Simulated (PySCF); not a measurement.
# One shape, several levels: C6H4N2 (4-cyanopyridine)

We compute a comparison of 6 runs (HF/STO-3G, HF/3-21G, B2PLYP/6-31G*, B3LYP/6-31G*, wB97M-V/6-31G*, SCS-MP2/6-31G*) of C6H4N2 (4-cyanopyridine). 

The results are computed with PySCF 2.14.0.

1 further run of the same task is left out (set aside as unsound or not needed).

### Step 1. The structure to begin with

C6H4N2: 12 atoms, total charge 0, spin state singlet. As SMILES, `N#Cc1ccncc1`. The shape is that of a GFN2-xTB optimisation.

Bond lengths: N1–C2 1.145 Å, C2–C3 1.417 Å, C3–C4 1.396 Å, C4–C5 1.386 Å, C5–N6 1.322 Å, N6–C7 1.322 Å, C3–C8 1.395 Å, C7–C8 1.386 Å, C4–H9 1.079 Å, C5–H10 1.082 Å, C7–H11 1.082 Å, C8–H12 1.079 Å. Some angles: N1–C2–C3 179.7°, C2–C3–C4 120.4°, C2–C3–C8 120.6°, C4–C3–C8 119.0°, C3–C4–C5 117.8°, C4–C5–N6 123.5°, C5–N6–C7 118.5°, N6–C7–C8 123.5°, C3–C8–C7 117.8°, C3–C4–H9 120.7°.

### Step 2. A single-point energy at HF/STO-3G (run 1)

job.py

```python
from pyscf import gto, scf

mol = gto.Mole()
mol.atom = '''
N      3.230562    -1.873474     5.247807
C      2.142118    -1.253512     3.482746
C      0.799260    -0.472488     1.301965
C      0.583415     2.089489     0.714808
C     -0.749201     2.738875    -1.443335
N     -1.817765     1.065314    -2.959028
C     -1.609631    -1.359072    -2.393244
C     -0.325524    -2.247300    -0.291434
H      1.431241     3.506954     1.910286
H     -0.976214     4.696310    -1.987935
H     -2.515962    -2.649566    -3.694169
H     -0.192280    -4.241528     0.111551
'''
mol.verbose = 3
mol.basis = 'sto-3g'
mol.unit = 'bohr'
mol.spin = 0
mol.max_memory = 1860
mol.charge = 0
mol.build()

mf = scf.RHF(mol)
mf.conv_tol = 1e-10
mf.kernel()
if not mf.converged:
    mf = mf.newton().run(mf.mo_coeff, mf.mo_occ)

e_tot = mf.e_tot
print(f'total energy: {e_tot:.8f} hartree')
```

On the command line:

```bash
$ OMP_NUM_THREADS=1 python job.py
```

Log:

```text
converged SCF energy = -334.183291547697
total energy: -334.18329155 hartree
```

Run time: 2 s. Hardware: 1 thread of Intel Xeon at 2.70GHz, shared host; peak memory 0.1 GiB.

### Step 3. The energy at HF/3-21G (run 2)

run.py

```python
# N#Cc1ccncc1
from pyscf import gto

mol = gto.Mole()
mol.atom = '''
N      3.230562    -1.873474     5.247807
C      2.142118    -1.253512     3.482746
C      0.799260    -0.472488     1.301965
C      0.583415     2.089489     0.714808
C     -0.749201     2.738875    -1.443335
N     -1.817765     1.065314    -2.959028
C     -1.609631    -1.359072    -2.393244
C     -0.325524    -2.247300    -0.291434
H      1.431241     3.506954     1.910286
H     -0.976214     4.696310    -1.987935
H     -2.515962    -2.649566    -3.694169
H     -0.192280    -4.241528     0.111551
'''
mol.charge = 0
mol.verbose = 3
mol.unit = 'bohr'
mol.basis = '3-21g'
mol.max_memory = 1860
mol.build()

calc0 = mol.RHF()
calc0.conv_tol = 1e-10
calc0.kernel()
if not calc0.converged:
    calc0 = calc0.newton().run(calc0.mo_coeff, calc0.mo_occ)

e_final = calc0.e_tot
print(f'total energy: {e_final:.8f} hartree')
```

On the command line:

```bash
$ OMP_NUM_THREADS=1 python run.py
```

Log:

```text
converged SCF energy = -336.525300425599
total energy: -336.52530043 hartree
```

Run time: 2.8 s. Hardware: 1 thread of Intel Xeon at 2.70GHz, shared host; peak memory 0.16 GiB.

### Step 4. A single-point energy at B2PLYP/6-31G(d) (spherical functions) (run 3)

job.py

```python
from pyscf import gto, dft, mp

molecule = gto.M(
    atom='''
N    1.709540  -0.991400   2.777020
C    1.133560  -0.663330   1.842990
C    0.422950  -0.250030   0.688970
C    0.308730   1.105710   0.378260
C   -0.396460   1.449350  -0.763780
N   -0.961920   0.563740  -1.565850
C   -0.851780  -0.719190  -1.266450
C   -0.172260  -1.189220  -0.154220
H    0.757380   1.855800   1.010880
H   -0.516590   2.485180  -1.051970
H   -1.331390  -1.402090  -1.954870
H   -0.101750  -2.244520   0.059030
''',
    basis='6-31g*',
    verbose=4,
    max_memory=1860,
)

calc0 = dft.RKS(molecule)
calc0.xc = '0.53*HF + 0.47*B88, 0.73*LYP'
calc0.grids.level = 5
calc0.conv_tol = 1e-10
calc0.kernel()
if not calc0.converged:
    calc0 = calc0.newton().run(calc0.mo_coeff, calc0.mo_occ)

pt = mp.MP2(calc0, frozen=8).run()
e_tot = calc0.e_tot + 0.27 * pt.e_corr
print('PT2 part  %.8f' % (0.27 * pt.e_corr))
print('Final energy', e_tot)
```

On the command line:

```bash
$ OMP_NUM_THREADS=1 python job.py
```

Log:

```text
PySCF version 2.14.0

[... 86 lines left out ...]
converged SCF energy = -339.814388088976
[... 1 line left out ...]
******** <class 'pyscf.mp.mp2.RMP2'> ********
nocc = 19, nmo = 112
frozen orbitals 8
E(RMP2) = -341.117324216741  E_corr = -1.30293612776556
E(SCS-RMP2) = -341.06767970359  E_corr = -1.25329161461368
E_corr(same-spin) = -0.357959698505758
E_corr(oppo-spin) = -0.944976429259802
PT2 part  -0.35179275
Final energy -340.1661808434726
```

It took 56 s on 1 thread of Intel Xeon at 2.70GHz, shared host; peak memory 0.68 GiB.

Runs 4 to 5 aren't shown in full; the table further down has their settings and results.

### Step 5. A single-point energy at SCS-MP2/6-31G(d) (spherical functions) (run 6)

run.py

```python
# N#Cc1ccncc1
from pyscf import gto, scf, mp

molecule = gto.Mole()
molecule.atom = [
    ('N', (1.709540, -0.991400, 2.777020)),
    ('C', (1.133560, -0.663330, 1.842990)),
    ('C', (0.422950, -0.250030, 0.688970)),
    ('C', (0.308730, 1.105710, 0.378260)),
    ('C', (-0.396460, 1.449350, -0.763780)),
    ('N', (-0.961920, 0.563740, -1.565850)),
    ('C', (-0.851780, -0.719190, -1.266450)),
    ('C', (-0.172260, -1.189220, -0.154220)),
    ('H', (0.757380, 1.855800, 1.010880)),
    ('H', (-0.516590, 2.485180, -1.051970)),
    ('H', (-1.331390, -1.402090, -1.954870)),
    ('H', (-0.101750, -2.244520, 0.059030)),
]
molecule.charge = 0
molecule.basis = '6-31g*'
molecule.max_memory = 1860
molecule.verbose = 3
molecule.build()

mf = scf.RHF(molecule)
mf.conv_tol = 1e-10
mf.kernel()
if not mf.converged:
    mf = mf.newton().run(mf.mo_coeff, mf.mo_occ)

pt = mp.MP2(mf, frozen=8).run()
etot = mf.e_tot + 1.2 * pt.e_corr_os + pt.e_corr_ss / 3
print('E = %.10f Eh' % etot)
```

On the command line:

```bash
$ OMP_NUM_THREADS=1 python run.py
```

Log:

```text
converged SCF energy = -338.424300337013
E(RMP2) = -339.47396672628  E_corr = -1.04966638926683
E(SCS-RMP2) = -339.435202793303  E_corr = -1.01090245629032
E = -339.4352027933 Eh
```

Run time: 8.4 s. Hardware: 1 thread of Intel Xeon at 2.70GHz, shared host; peak memory 0.43 GiB.

### Step 6. All runs side by side

```
run                                 level  frozen core orbitals  integration grid  energy (Eh)  dipole moment (D) of the reference  HOMO energy (eV)  LUMO energy (eV)  wall time
  1                             HF/STO-3G                     –                 –  -334.183292                                1.33             -8.92              4.96        2 s
  2                              HF/3-21G                     –                 –  -336.525300                                1.80            -10.41              1.83      2.8 s
  3   B2PLYP/6-31G* (spherical functions)                     8                 5  -340.166181                                2.06             -8.88             -0.48       56 s
  4    B3LYP/6-31G* (spherical functions)                     –                 5  -340.514648                                1.99             -7.50             -1.99       52 s
  5  wB97M-V/6-31G* (spherical functions)                     –                 5  -340.402289                                1.96            -10.21              0.27    5.4 min
  6  SCS-MP2/6-31G* (spherical functions)                     8                 –  -339.435203                                2.17            -10.16              1.71      8.4 s
```

### Step 7. Summary of results

| quantity | value |
| --- | --- |
| run 6: total energy | -339.43520 Eh |
| run 6: dipole moment (Hartree–Fock density) | 2.17 D |
| run 6: HOMO energy (Hartree–Fock orbitals) | -10.16 eV |
| run 6: LUMO energy (Hartree–Fock orbitals) | 1.71 eV |
| run 6: HOMO–LUMO gap (Hartree–Fock orbitals) | 11.87 eV |
| run 6: correlation energy (8 core orbitals frozen) | -1010.9 mEh |

**Reading.** Over runs 1, 2, 3, 4, 5 the dipole moment (its size) runs from 1.33 D (HF/STO-3G) to 2.06 D (B2PLYP/6-31G*). The two ends differ in method and basis. A double hybrid's value is that of its SCF part. Over runs 1, 2, 3, 4, 5 the HOMO–LUMO gap runs from 5.52 eV (B3LYP/6-31G*) to 13.88 eV (HF/STO-3G). Totals of different functionals can't be ranked against each other. In run 1 the basis is minimal, so the values are rough. All runs together took 7.4 min, the longest 5.4 min.
